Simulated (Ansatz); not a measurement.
# La2Si3Rh, space group P6/mmm: a conversion between chain and input file

Computed with the Python package of Ansatz (0.2.0).

Script `run_convert.py`:
```python
"""Write the input file for La2Si3Rh without running it."""

import ansatz
from ase import Atoms

atoms = Atoms(
    ["La", "La", "La", "La", "Si", "Si", "Si", "Si", "Si", "Si", "Rh", "Rh"],
    scaled_positions=[
        (0.0, 0.0, 0.5),
        (0.5, 0.5, 0.5),
        (0.5, 0.0, 0.5),
        (0.0, 0.5, 0.5),
        (0.333078, 0.166539, 0.0),
        (0.833461, 0.166539, 0.0),
        (0.166539, 0.833461, 0.0),
        (0.833461, 0.666922, 0.0),
        (0.666922, 0.833461, 0.0),
        (0.166539, 0.333078, 0.0),
        (2 / 3, 1 / 3, 0.0),
        (1 / 3, 2 / 3, 0.0),
    ],
    cell=[
        (8.287992, 0.0, 0.0),
        (-4.143996, 7.177611, 0.0),
        (0.0, 0.0, 4.368421),
    ],
    pbc=True,
)
system = ansatz.Crystal.from_ase(atoms)

model = (
    system.calculation()
    .functional("PBEsol")
    .pseudopotentials("nc")
    .accuracy("medium")
    .kpoints(density=3.4)
    .occupations("cold")
    .scf(extra_bands=12)
)
print(model.to_yaml())
```

Output of `python run_convert.py`:
```text
crystal:
  lattice:
    - [8.287992, 0.0, 0.0]
    - [-4.143996, 7.177611, 0.0]
    - [0.0, 0.0, 4.368421]
  atoms:
    - { symbol: La, position: [0.0, 0.0, 0.5] }
    - { symbol: La, position: [0.5, 0.5, 0.5] }
    - { symbol: La, position: [0.5, 0.0, 0.5] }
    - { symbol: La, position: [0.0, 0.5, 0.5] }
    - { symbol: Si, position: [0.333078, 0.166539, 0.0] }
    - { symbol: Si, position: [0.833461, 0.166539, 0.0] }
    - { symbol: Si, position: [0.16653899999999996, 0.8334609999999999, 0.0] }
    - { symbol: Si, position: [0.833461, 0.666922, 0.0] }
    - { symbol: Si, position: [0.6669219999999999, 0.8334609999999999, 0.0] }
    - { symbol: Si, position: [0.166539, 0.333078, 0.0] }
    - { symbol: Rh, position: [0.6666666666666666, 0.3333333333333333, 0.0] }
    - { symbol: Rh, position: [0.3333333333333333, 0.6666666666666666, 0.0] }
accuracy: medium
kpoints:
  mp_grid:
    kspacing: 0.29411764705882354
hamiltonian:
  xc: pbesol
  pseudopotentials:
    kind: nc
scf:
  n_extra_bands: 12
  occupations:
    method: cold
```

The input is only written out: it wasn't run, and its settings aren't tested. The structure comes from a database and needn't be a stable phase.
